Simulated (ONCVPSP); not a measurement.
# Sm: generating and testing an ONCV potential

Task: generate the file, and judge it by its errors in other configurations, its logarithmic derivatives, its ghosts and its cutoff.

Method: ONCVPSP 4.0.1.1 (patched build), LDA (Perdew-Wang 92), scalar-relativistic.

## (1) Settings

The settings as typed:

```
element                 : samarium (Sm, Z = 62)
type                    : optimised norm-conserving Vanderbilt (ONCV)
frozen core             : [Kr] 4d10
valence charge          : 16
reference configuration : 4f6 5s2 5p6 (charge +2)
partial waves           : 5s: rc 1.80 bohr, ncon 4, nbas 7, qcut 5.4 1/bohr, 2 projectors, debl 2.4 Ha; 5p: rc 2.00 bohr, ncon 3, nbas 7, qcut 8.4 1/bohr, 2 projectors, debl 2.6 Ha; d scattering state at 0.31 Ha: rc 1.75 bohr, ncon 4, nbas 9, qcut 5.7 1/bohr, 2 projectors, debl 3.6 Ha; 4f: rc 0.85 bohr, ncon 4, nbas 9, qcut 16.3 1/bohr, 2 projectors, debl 1.1 Ha
local potential         : polynomial inside 0.60 bohr (lpopt 3, dvloc0 1 Ha)
core correction         : not asked for
```

## (2) The generation run

Sm.dat

```
# ATOM AND REFERENCE CONFIGURATION
# atsym  z   nc   nv     iexc    psfile
  Sm 62.00    9    3  -001012      upf
#
#   n    l    f
    1    0    2.00
    2    0    2.00
    2    1    6.00
    3    0    2.00
    3    1    6.00
    3    2   10.00
    4    0    2.00
    4    1    6.00
    4    2   10.00
    4    3    6.00
    5    0    2.00
    5    1    6.00
#
# PSEUDOPOTENTIAL AND OPTIMIZATION
# lmax
    3
#
#   l,   rc,      ep,       ncon, nbas, qcut
    0    1.80    0.00    4    7    5.40
    1    2.00    0.00    3    7    8.40
    2    1.75    0.31    4    9    5.70
    3    0.85    0.00    4    9   16.30
#
# LOCAL POTENTIAL
# lloc, lpopt,  rc(5),   dvloc0
    4    3    0.60    1.00
#
# VANDERBILT-KLEINMAN-BYLANDER PROJECTORs
# l, nproj, debl
    0    2    2.40
    1    2    2.60
    2    2    3.60
    3    2    1.10
#
# MODEL CORE CHARGE
# icmod, fcfact, rcfact
    0    0.00    0.00
#
# LOG DERIVATIVE ANALYSIS
# epsh1, epsh2, depsh
   -4.00    5.00    0.02
#
# OUTPUT GRID
# rlmax, drl
    6.00    0.01
#
# TEST CONFIGURATIONS
# ncnf
    4
# nvcnf
#   n    l    f
    4
    4    3    6.00
    5    0    2.00
    5    1    6.00
    6    0    2.00
#
    4
    4    3    6.00
    5    0    2.00
    5    1    6.00
    6    0    1.00
#
    3
    4    3    5.00
    5    0    2.00
    5    1    6.00
#
    4
    4    3    6.00
    5    0    2.00
    5    1    6.00
    6    1    1.00
#
```

Started as:

```sh
oncvpsp.x < Sm.dat > Sm.out
```

What does the calculation give? Wanted: cutoffs for 1 and 0.1 mHa per electron, occupied waves; bound ghosts; GHOST(+) flags; largest test error; largest phase difference near zero energy, channels read; projector energies reset by the program.

As calculated:

| quantity | value |
| --- | --- |
| cutoffs for 1 and 0.1 mHa per electron, occupied waves | 135 Ha and 447 Ha |
| bound ghosts | s at -713.45 eV, p at -306.79 eV |
| GHOST(+) flags | s at 143 eV, d at 53 eV |
| largest test error (AE − PS) | -76 meV, for 4f5 5s2 5p6 |
| largest phase difference near zero energy, channels read | 0.002 rad |
| projector energies reset by the program | d: 0.050, 3.650 Ha |

In words: It has a bound ghost (s, p), a state that the atom doesn't have, and that rules the file out. The worst unpolarised test, 4f5 5s2 5p6, is off by 76 meV on 24.2 eV; by total energies transferability rates as fair. The potential is very hard: the looser tolerance needs 135 Ha. The tighter tolerance needs 447 Ha, and converged work needs a cutoff nearer that. At the looser tolerance the 4f wave is the slowest; 5p needs 20 Ha. Near zero energy the phases of the channels with partial waves agree within 0.002 rad. The program also flags highly localised states, GHOST(+) (s, d).
